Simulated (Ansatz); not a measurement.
BaCuGe, space group P-6m2: an all-electron equation of state, run with Ansatz 0.2.0 through its Python package.

Script `run_eos_lapw.py`:
```python
import ansatz as az
from ase.eos import EquationOfState
from ase.units import GPa
import numpy as np

VECTORS = np.array([
    [4.234322, 0.0, 0.0],
    [-2.117161, 3.667031, 0.0],
    [0.0, 0.0, 5.045504],
])
SITES = [
    ("Ba", [0.0, 0.0, 0.0]),
    ("Cu", [1 / 3, 2 / 3, 0.5]),
    ("Ge", [2 / 3, 1 / 3, 0.5]),
]


def on_lattice(cell):
    crystal = az.Crystal(lattice=az.Lattice.of(cell))
    for symbol, position in SITES:
        crystal = crystal.atom(symbol, position)
    return crystal

volumes, energies = [], []
for scale in np.linspace(0.94, 1.06, 5):
    cell = VECTORS * scale ** (1 / 3)
    base = (
        on_lattice(cell).calculation()
        .functional("pbesol")
        .occupations("Marzari-Vanderbilt", width=0.3)
        .kpoints(6, 6, 5)
        .pseudopotentials("all_electron", lapw=True, relativity="none")
    )
    rep = base.run(threads=1, pin="off").report
    volumes.append(abs(np.linalg.det(cell)) / len(SITES))
    energies.append(rep["free_energy_ev"] / len(SITES))
    print(f"{scale:.3f} {volumes[-1]:9.4f} A^3/atom {energies[-1]:16.5f} eV/atom  (estimated basis error {1000 * rep['lapw_basis_errors']['total_ev_per_atom']:.2f} meV/atom)")
v0, e0, bulk = EquationOfState(volumes, energies, eos="birchmurnaghan").fit()
print(f"V0 = {v0:.4f} A^3/atom, B0 = {bulk / GPa:.1f} GPa")
```

From its runs, with one value withheld:

| V (Å³/atom) | F less the lowest row shown (meV/atom) |
| --- | --- |
| 24.548 | 4.85 |
| 25.331 | 0.00 |
| 26.115 | 3.04 |
| 26.898 | 12.74 |
| 27.681 | ? |

What is the missing energy at 27.681 Å³ an atom?

A third-order Birch-Murnaghan fit, E = E0 + (9 V0 B0 / 16) [(t - 1)³ B' + (t - 1)² (6 - 4t)] with t = (V0/V)^(2/3), through the 4 rows shown gives V0 = 25.400 Å³, B0 = 51.4 GPa, B' = 4.48 and E0 = -0.03 meV. At V = 27.681 Å³, t = 0.94427, and the fit extrapolates to 28.07 meV. The run gave 28.06 meV, a miss of 0.01 meV.

Notes:
- The settings weren't tested for convergence.
- Shape and fractional positions are held along the curve, so the bulk modulus is an upper value where they are free to relax, by a factor of two or more in layered or hydrogen-bonded cells.
- For a metal this k-point mesh is coarse: on a finer one energies can move by several to tens of meV an atom and pressures by half a GPa or more, differences at one mesh by less.
- This cell is a computed structure, which may not be the phase found in nature.
- Timing: 5.8 min on 1 thread of Arm Neoverse V1, on a shared host, peak memory 0.53 GiB.
